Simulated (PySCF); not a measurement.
# AsH3 (Arsine): the cost of one run

Computed with PySCF 2.14.0, with density-fitted response routines of our own, on a single molecule, in the gas phase or a continuum. Atoms are numbered from 0 throughout.

## Step 1: Starting geometry

4 atoms, charge 0, multiplicity 1; geometry from: GFN2-xTB. The atoms were then displaced at random by about 0.01 Å, so the start is not that level's minimum.

Bonds of the start (Å): As0–H1 1.52, As0–H2 1.52, As0–H3 1.50.

## Step 2: Optimising the geometry at PBE0-D3(BJ)/def2-TZVP

The job: settings as JSON, then the geometry in Å.

```
{"job": {"xc": "PBE0", "basis": "def2-TZVP", "d3": "d3bj", "grid": 2, "shake": 0.01, "kind": "geom"}, "charge": 0, "multiplicity": 1}
As     0.026160    -0.019300     0.654580
H     -0.157530     1.198560    -0.235080
H     -0.984490    -0.737430    -0.222960
H      1.153850    -0.467210    -0.229540
```

Command:

```
OMP_NUM_THREADS=1 python probes_run.py task.json out
```

This one command runs all jobs of the session in turn.

Q: Estimate the wall time and peak memory of this first job on 1 thread of AMD EPYC 9R45, shared host.

About 3 s, with a peak of 0.31 GiB.
